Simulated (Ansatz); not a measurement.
# C₂H₆Ge: basis-set convergence

Aim: see how fast density functionals converge with the basis set for C₂H₆Ge.

The runs use Ansatz 0.2.0, Gaussian basis; one geometry, several basis sets.

Plan: PBE0-D4/def2-SVP; ωB97M-V/def2-SVP; PBE0-D4/def2-QZVPP; ωB97M-V/def2-QZVPP; the functionals' def2-TZVPP values are taken from earlier runs.

## Step 1: The geometry

The geometry comes from an earlier relaxation with PBE0-D4 in a triple-zeta def2 set; it is a stationary point, not always the lowest conformer.

SMILES `C=[CH][GeH3]`, 9 atoms, charge 0, spin multiplicity 1.

Atoms are counted from 1 here; the program's logs count them from 0.

Bond lengths: C1–C2 1.327 Å, C1–H4 1.086 Å, C1–H5 1.087 Å, C2–Ge3 1.938 Å, C2–H6 1.088 Å, Ge3–H7 1.539 Å, Ge3–H8 1.538 Å, Ge3–H9 1.539 Å. Angles: C2–C1–H4 122.0°, C2–C1–H5 121.9°, H4–C1–H5 116.1°, C1–C2–Ge3 123.1°, C1–C2–H6 118.8°, Ge3–C2–H6 118.1°, C2–Ge3–H7 110.6°, C2–Ge3–H8 108.6°, C2–Ge3–H9 110.6°, H7–Ge3–H8 109.5°, H7–Ge3–H9 108.0°, H8–Ge3–H9 109.5°.

## Step 2: PBE0-D4 in def2-SVP

in.yaml reads:

```yaml
crystal:
  periodic: [false, false, false]
  atoms:
    - {symbol: C, position_ang: [-0.771401, 0.825445, -1.091141]}
    - {symbol: C, position_ang: [0.063860, 0.755049, -0.061888]}
    - {symbol: Ge, position_ang: [0.543391, -0.913917, 0.798726]}
    - {symbol: H, position_ang: [-1.239228, -0.059102, -1.514401]}
    - {symbol: H, position_ang: [-1.026998, 1.772127, -1.559635]}
    - {symbol: H, position_ang: [0.503131, 1.673927, 0.320650]}
    - {symbol: H, position_ang: [2.061773, -1.150765, 0.712597]}
    - {symbol: H, position_ang: [-0.196937, -2.060911, 0.091120]}
    - {symbol: H, position_ang: [0.150911, -0.888253, 2.286772]}
basis:
  gaussian: {orbitals: def2-SVP}
hamiltonian: {xc: pbe0, dispersion: d4}
output: {orbitals: {seedname: orbitals}}
```

Command:

```bash
ansatz run in.yaml --threads 2 --pin off --events-out ev --progress --plain --max-ram 31744MiB --backend cpu
```

The runs that follow: ωB97M-V in def2-SVP; PBE0-D4 in def2-QZVPP; ωB97M-V in def2-QZVPP.

Before running them: what should the planned runs give, taken together? Wanted: PBE0-D4: double and triple zeta above quadruple; ωB97M-V: double and triple zeta above quadruple.

As calculated:

| quantity | value |
| --- | --- |
| PBE0-D4: double and triple zeta above quadruple | 10.84, 1.35 eV |
| ωB97M-V: double and triple zeta above quadruple | 10.96, 1.32 eV |

In words: For PBE0-D4 the step from double to triple zeta gains 9.49 eV and the next only 1.35 eV. These are total energies; as a rule much of such shifts cancels in differences, which this series doesn't test.
